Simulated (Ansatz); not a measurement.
# C2H6ClNSi: small, medium and large basis sets

An exercise on one series of results from a longer session: the logs are not shown, and one member is left open.

Program: Ansatz 0.2.0, Gaussian basis. Level of theory: one geometry, several basis sets. These are calculated values, not measurements.

Plan: PBE0-D4/def2-SVP; ωB97M-V/def2-SVP; PBE0-D4/def2-QZVPP; ωB97M-V/def2-QZVPP; the functionals' def2-TZVPP values are taken from earlier runs.

### The geometry

An earlier PBE0-D4 in a triple-zeta def2 set relaxation fixed the geometry.

SMILES `CN(C)[Si]Cl`, 11 atoms, charge 0, spin multiplicity 1.

Atoms are counted from 1 here; the program's logs count them from 0.

Bond lengths: C1–N2 1.451 Å, C1–H6 1.096 Å, C1–H7 1.094 Å, C1–H8 1.096 Å, N2–C3 1.445 Å, N2–Si4 1.710 Å, C3–H9 1.088 Å, C3–H10 1.096 Å, C3–H11 1.096 Å, Si4–Cl5 2.109 Å. Angles: N2–C1–H6 111.0°, N2–C1–H7 110.3°, N2–C1–H8 111.0°, H6–C1–H7 108.2°, H6–C1–H8 108.1°, H7–C1–H8 108.2°, C1–N2–C3 112.7°, C1–N2–Si4 115.8°, C3–N2–Si4 131.5°, N2–C3–H9 110.6°, N2–C3–H10 110.5°, N2–C3–H11 110.5°, H9–C3–H10 108.8°, H9–C3–H11 108.8°, H10–C3–H11 107.7°, N2–Si4–Cl5 101.6°.

Geometry (Å):

```tsv
atom	x (Å)	y (Å)	z (Å)
C1	-0.2223	1.3144	-0.4797
N2	0.0264	-0.1080	-0.3378
C3	0.0930	-0.5269	1.0430
Si4	0.1854	-0.9852	-1.7973
Cl5	0.5211	-2.9414	-1.0831
H6	0.5736	1.9006	-0.0066
H7	-0.2655	1.5875	-1.5379
H8	-1.1743	1.5942	-0.0145
H9	0.2867	-1.5952	1.1092
H10	0.8916	0.0099	1.5683
H11	-0.8500	-0.3068	1.5570
```

The first run:

Contents of in.yaml:

```yaml
crystal:
  periodic: [false, false, false]
  atoms:
    - {symbol: C, position_ang: [-0.222325, 1.314360, -0.479703]}
    - {symbol: N, position_ang: [0.026405, -0.107952, -0.337815]}
    - {symbol: C, position_ang: [0.092983, -0.526892, 1.043027]}
    - {symbol: Si, position_ang: [0.185353, -0.985219, -1.797320]}
    - {symbol: Cl, position_ang: [0.521073, -2.941376, -1.083060]}
    - {symbol: H, position_ang: [0.573613, 1.900574, -0.006641]}
    - {symbol: H, position_ang: [-0.265529, 1.587505, -1.537867]}
    - {symbol: H, position_ang: [-1.174316, 1.594221, -0.014533]}
    - {symbol: H, position_ang: [0.286677, -1.595242, 1.109208]}
    - {symbol: H, position_ang: [0.891600, 0.009859, 1.568295]}
    - {symbol: H, position_ang: [-0.850034, -0.306837, 1.557010]}
basis:
  gaussian: {orbitals: def2-SVP}
hamiltonian: {xc: pbe0, dispersion: d4}
output: {orbitals: {seedname: orbitals}}
```

Steps of the session up to this table: PBE0-D4 in def2-SVP; ωB97M-V in def2-SVP; PBE0-D4 in def2-QZVPP; ωB97M-V in def2-QZVPP.

One table of the session follows, with a row left open; its other results are not shown here.

It belongs to the step «Functionals by basis». 

| functional | basis | HOMO (eV) |
| --- | --- | --- |
| PBE0-D4 | def2-SVP | -6.85 |
| PBE0-D4 | def2-TZVPP | -6.95 |
| PBE0-D4 | def2-QZVPP | -6.98 |
| ωB97M-V | def2-SVP | -8.93 |
| ωB97M-V | def2-TZVPP | -9.06 |
| ωB97M-V | def2-QZVPP | ? |

Estimate the missing values for ωB97M-V, def2-QZVPP.

**Answer.** HOMO (eV): -9.10. In the column «HOMO (eV)» it is the lowest.
